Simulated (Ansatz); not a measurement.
**LaAl3N4: the band gap up the ladder of functionals**

The task here is to estimate one member of a computed series from the others.

Program: Ansatz 0.2.0. PAW datasets, plane waves. Simulation only: spin-unpolarised, and no claim that this is the phase found in nature.

### The structure to begin with

The cell was relaxed beforehand with r2SCAN.

Space group Pm (No. 6), monoclinic; conventional cell a = 5.343 Å, b = 3.275 Å, c = 5.888 Å, β = 92.1°, 12.87 Å³ an atom. Near Al stand 4 N at 1.88–2.05 Å; near Al stand 4 N at 1.84–2.05 Å; near Al stand 4 N at 1.82–1.99 Å; near La stand 4 N at 2.23–2.46 Å; near N stand 3 Al at 1.88–1.91 Å and 1 La at 2.34 Å.

Coordinates:

```
CELL_PARAMETERS angstrom
5.34204 0.00000 0.10042
0.00000 3.27518 0.00000
0.10692 0.00000 5.88664
ATOMIC_POSITIONS crystal
Al 0.99914 0.00000 0.67873
Al 0.99070 0.50000 0.14931
Al 0.51630 0.50000 0.83790
La 0.50579 0.00000 0.34423
N 0.64817 0.00000 0.71605
N 0.65016 0.50000 0.11744
N 0.14446 0.50000 0.82442
N 0.04527 0.00000 0.33192
```

The first run:

File input.yaml:

```yaml
crystal:
  lattice:
    - [5.3420428347, 0.0, 0.1004223777]
    - [0.0, 3.2751811123, 0.0]
    - [0.1069246499, 0.0, 5.8866389723]
  atoms:
    - { symbol: Al, position: [-0.0008567673, 0.0, 0.6787271872] }
    - { symbol: Al, position: [-0.0092996354, 0.5, 0.1493111235] }
    - { symbol: Al, position: [0.5163041797, 0.5, 0.8378962968] }
    - { symbol: La, position: [0.5057926445, 0.0, 0.3442269203] }
    - { symbol: "N", position: [0.6481700294, 0.0, 0.7160536158] }
    - { symbol: "N", position: [0.6501593009, 0.5, 0.1174396306] }
    - { symbol: "N", position: [0.1444588732, 0.5, 0.8244223343] }
    - { symbol: "N", position: [0.0452713751, 0.0, 0.3319228915] }
kpoints:
  mp_grid: { grid: [6, 8, 4] }
  band_path:
    path:
      - [0.0, 0.0, 0.0]
      - [-1.903735270608e-35, -0.5, 1.835596835349e-18]
      - [-7.441514428739e-19, -0.5, -0.5]
      - [-7.441514428739e-19, 5.70167354621e-19, -0.5]
      - [0.0, 0.0, 0.0]
      - [-0.5, 3.688754253383e-19, -0.5]
      - [-0.5, -0.5, -0.5]
      - [-1.903735270608e-35, -0.5, 1.835596835349e-18]
      - [-0.5, -0.5, 2.345254560792e-17]
      - [-0.5, -2.012919292827e-19, 2.124382707913e-17]
      - [0.0, 0.0, 0.0]
    npoints: 10
hamiltonian:
  xc: pbe
scf:
  occupations: { method: fermi_dirac, width: 0.02 }
  n_extra_bands: 6
output:
  forces: true
  stress: true
  eigenvalues: true
  write_density: true
  write_potential: true
  elf: true
  volumetric_format: npy
```

On the command line:

```console
> ansatz run input.yaml --threads 4 --pin off --max-ram 6451MiB --backend cpu --events-out ev --progress --plain --runs-dir out
```

Among the steps run: PBE bands along the symmetry lines; r2SCAN at the same geometry; Single point with HSE06; Single point with PBE+SOC; Single point with PBE0.

One table of the session follows, with a row left open; its other results are not shown here.

| level | gap (eV) |
| --- | --- |
| PBE | 1.14 |
| r2SCAN | 1.55 |
| HSE06 | 2.27 |
| PBE+SOC | 1.15 |
| PBE0 | ? |

Estimate the missing values for PBE0.

**Answer.** gap (eV): 2.99. In the column «gap (eV)» it is the highest.

Meshes: PBE 6×8×4, r2SCAN 6×8×4, HSE06 4×4×4, PBE+SOC 6×8×4, PBE0 4×4×4

Against HSE06, PBE is short by 1.13 eV, at 50 % of it, and r2SCAN 68 %. PBE0 lies 0.71 eV above HSE06, which differs from it by screening the long-range exchange.

Caveats from the session: Warnings in the runs' records: stress exchange threshold loose, stress scf threshold loose.
